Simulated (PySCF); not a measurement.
# GdH3S3 (Gd(SH)3): the cost of one run

Method: PBE, Gd lcecp-1-SVP with ECP53, S def2-SVP, H def2-SVP; scalar-relativistic core potentials, no spin–orbit coupling; program: PySCF 2.14.0.

## 1. Where the work starts

7 atoms, charge 0, spin multiplicity 1.

Bond lengths: Gd1–S2 2.609 Å, Gd1–S4 2.609 Å, Gd1–S6 2.609 Å, S2–H3 1.366 Å, S4–H5 1.366 Å, S6–H7 1.366 Å. Angles: S2–Gd1–S4 119.4°, S2–Gd1–S6 119.4°, S4–Gd1–S6 119.4°, Gd1–S2–H3 93.1°, Gd1–S4–H5 93.1°, Gd1–S6–H7 93.1°.

Coordinates:

```csv
atom,x (Å),y (Å),z (Å)
Gd1,0.0000,0.0000,0.7985
S2,2.5689,-0.4044,1.0029
H3,2.8524,0.9317,1.0384
S4,-0.9342,2.4269,1.0029
H5,-2.2331,2.0044,1.0384
S6,-1.6347,-2.0225,1.0029
H7,-0.6193,-2.9361,1.0384
```

Formal oxidation states: Gd +3. Each metal's 7 4f electrons lie in its core potential, so multiplicities, spins and levels count the valence alone. An earlier session relaxed this geometry at PBE, Gd lcecp-1-SVP with ECP53, S def2-SVP, H def2-SVP (singlet, point group C3).

Its energy there is -1231.554100 Eh.

## 2. Atoms moved at random, σ = 0.1 Å

Input file run.py (the lines that set the calculation):

```python
mol = gto.M(atom='''
Gd    -0.03562    -0.18541     0.92994
S      2.59520    -0.24307     0.94870
H      2.74220     1.04748     0.95726
S     -0.84807     2.33494     1.12521
H     -2.27797     1.88622     0.99207
S     -1.53738    -1.96928     1.03820
H     -0.63836    -2.87089     0.93127''',
    basis={'Gd': 'lcecp-1-SVP', 'S': 'def2-SVP', 'H': 'def2-SVP'},
    ecp={'Gd': 'lcecp-1-SVP'},
    charge=0, spin=0)
mf = dft.RKS(mol, xc='PBE')
mf.grids.atom_grid = (50, 194)  # f atoms: unpruned, at least (60, 302)
mf = mf.density_fit()  # fitting sets: Gd AutoAux, S def2-universal-JKFIT, H def2-universal-JKFIT
mf.conv_tol = 1e-08; mf.max_cycle = 55
mf.kernel(dm0)  # dm0: the density of the relaxed state
```

Run with:

```sh
OMP_NUM_THREADS=2 python run.py
```

**Question.** How long does this run take on 2 threads of Intel Xeon 6975P-C (Granite Rapids), shared host?

About 5 s.
